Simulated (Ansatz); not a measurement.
**C2H7BFNSi: molecular dynamics**

The plan is to follow the molecule's vibrations and see whether its bonds hold. The start is relaxed first. Runs: 600 steps of 1 fs under a Langevin thermostat at 300 K. SMILES of the start: C=CB(N)[SiH2]F.

Method: RKS PBE0-D4/STO-3G, in Ansatz 0.2.0.

## 1. The structure to begin with

Bond lengths: C1–C2 1.300 Å, C2–B3 1.545 Å, B3–N4 1.505 Å, B3–Si5 1.976 Å, Si5–F6 1.714 Å, C1–H7 1.046 Å, C1–H8 1.138 Å, C2–H9 1.098 Å, N4–H10 1.045 Å, N4–H11 0.987 Å, Si5–H12 1.452 Å, Si5–H13 1.415 Å. Angles (14 of 18 angles, heavy atoms first): C1–C2–B3 119.3°, C2–B3–N4 125.3°, C2–B3–Si5 118.8°, N4–B3–Si5 115.9°, B3–Si5–F6 108.8°, C1–C2–H9 122.4°, B3–C2–H9 118.3°, C2–C1–H7 125.9°, C2–C1–H8 115.3°, B3–N4–H10 107.1°, B3–N4–H11 115.3°, B3–Si5–H12 110.7°, B3–Si5–H13 109.7°, F6–Si5–H12 108.2°.

Coordinates:

```xyz
13

C    -2.2140    0.2505   -0.5217
C    -1.0145    0.7310   -0.3768
B     0.1194   -0.1981    0.1102
N    -0.0349   -1.6588    0.4379
Si    1.9313    0.5529    0.3470
F     1.8539    1.8302    1.4876
H    -2.5105   -0.7312   -0.3173
H    -2.9943    0.9937   -0.8867
H    -0.7795    1.7891   -0.5547
H    -0.3427   -2.1386   -0.4375
H     0.7715   -2.0980    0.7998
H     2.4299    1.0922   -0.9051
H     2.8048   -0.4496    0.8323
```

## 2. Preparing the start

The input, input.yaml:

```yaml
crystal:
  periodic: [false, false, false]
  atoms:
    - { symbol: C, position_ang: [-2.214, 0.2505, -0.5217] }
    - { symbol: C, position_ang: [-1.0145, 0.731, -0.3768] }
    - { symbol: B, position_ang: [0.1194, -0.1981, 0.1102] }
    - { symbol: "N", position_ang: [-0.0349, -1.6588, 0.4379] }
    - { symbol: Si, position_ang: [1.9313, 0.5529, 0.347] }
    - { symbol: F, position_ang: [1.8539, 1.8302, 1.4876] }
    - { symbol: H, position_ang: [-2.5105, -0.7312, -0.3173] }
    - { symbol: H, position_ang: [-2.9943, 0.9937, -0.8867] }
    - { symbol: H, position_ang: [-0.7795, 1.7891, -0.5547] }
    - { symbol: H, position_ang: [-0.3427, -2.1386, -0.4375] }
    - { symbol: H, position_ang: [0.7715, -2.098, 0.7998] }
    - { symbol: H, position_ang: [2.4299, 1.0922, -0.9051] }
    - { symbol: H, position_ang: [2.8048, -0.4496, 0.8323] }
basis:
  gaussian: { orbitals: STO-3G }
hamiltonian:
  xc: pbe0
  dispersion: d4
relax:
  f_tol: 0.02
  max_steps: 40
scf:
  lower_state_search: "off"
```

On the command line:

```bash
$ ansatz run input.yaml --threads 1 --pin off --max-ram 2048MiB --backend cpu --events-out ev --progress --plain --runs-dir out
```

After this run come: Dynamics.

What does the calculation give? Wanted: relaxation of the start; temperature, first and last step; temperature, second half; potential energy, second half; bonds formed or broken.

The runs gave:

```
                        quantity                          value
         relaxation of the start       15 moves, 1.342 eV lower
                          length              600 steps of 1 fs
temperature, first and last step                  277 and 298 K
        temperature, second half  mean 305 K, from 164 to 459 K
   potential energy, second half    +28 meV/atom from the start
          bonds formed or broken                              0
```

**Reading.** Against a set 300 K the second half averages 305 K with a spread of 68 K. The bonds all hold. Averages from a run of 600 fs with 13 atoms are rough. In so small a basis the energies are only a sketch.
